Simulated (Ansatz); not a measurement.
# Mg2Nb3C3: the cost of one run

Computed with Ansatz 0.2.0 (DFT PBE, scalar-relativistic, plane waves, PAW, unless a step's input says otherwise).

### Step 1. The system as given

Symmetry: R-3m, No. 166, trigonal system. The conventional cell has a = 3.438 Å, b = 3.438 Å, c = 26.478 Å, α = 90.00°, β = 90.00°, γ = 120.00°. Mg (site symmetry 3m) is surrounded by 4 C at 2.11 to 2.21 Å and 3 Nb at 2.19 Å. Nb (site symmetry -3m) is surrounded by 6 C at 2.49 Å. Around Nb (site symmetry 3m) lie 3 Mg at 2.19 Å and 3 C at 2.36 Å. C (site symmetry -3m) is surrounded by 2 Mg at 2.21 Å and 6 Nb at 2.36 Å. C (site symmetry 3m) is surrounded by 3 Mg at 2.11 Å and 6 Nb at 2.49 to 2.58 Å.

Structure file:

```
CELL_PARAMETERS angstrom
1.71879 0.99234 8.82611
-1.71879 0.99234 8.82611
0.00000 -1.98468 8.82611
ATOMIC_POSITIONS crystal
Mg 0.41667 0.41667 0.41667
Mg 0.58333 0.58333 0.58333
Nb 0.00000 0.00000 0.00000
Nb 0.11871 0.11871 0.11871
Nb 0.88129 0.88129 0.88129
C 0.50000 0.50000 0.50000
C 0.27664 0.27664 0.27664
C 0.72336 0.72336 0.72336
```

A structure generator made this guess: 6-connected net, two elements alternating, guests in its cages (R-3m, No. 166). The dimensions are guesses.

### Step 2. A first look at the guess

Contents of input.yaml:

```yaml
crystal:
  lattice:
    - [1.71878749, 0.99234242, 8.82610848]
    - [-1.71878749, 0.99234242, 8.82610848]
    - [0.0, -1.98468484, 8.82610848]
  atoms:
    - { symbol: Mg, position: [0.41666667, 0.41666667, 0.41666667] }
    - { symbol: Mg, position: [0.58333333, 0.58333333, 0.58333333] }
    - { symbol: Nb, position: [0.0, 0.0, 0.0] }
    - { symbol: Nb, position: [0.11870998, 0.11870998, 0.11870998] }
    - { symbol: Nb, position: [0.88129002, 0.88129002, 0.88129002] }
    - { symbol: C, position: [0.5, 0.5, 0.5] }
    - { symbol: C, position: [0.276636, 0.276636, 0.276636] }
    - { symbol: C, position: [0.723364, 0.723364, 0.723364] }
basis:
  ecutwfc: 420
kpoints:
  mp_grid: { grid: [6, 6, 6] }
hamiltonian:
  xc: pbe
scf:
  occupations: { method: gaussian, width: 0.1 }
  lower_state_search: "off"
output:
  forces: true
  stress: true
  eigenvalues: true
```

Run with:

```
> ansatz run input.yaml --threads 1 --pin off --max-ram 2560MiB --backend cpu --events-out ev --progress --plain --runs-dir out
```

Q: Estimate wall time and peak memory on 1 thread of Intel Xeon 6975P-C (Granite Rapids), shared host.

About 3.3 s, with a peak of 0.43 GiB.
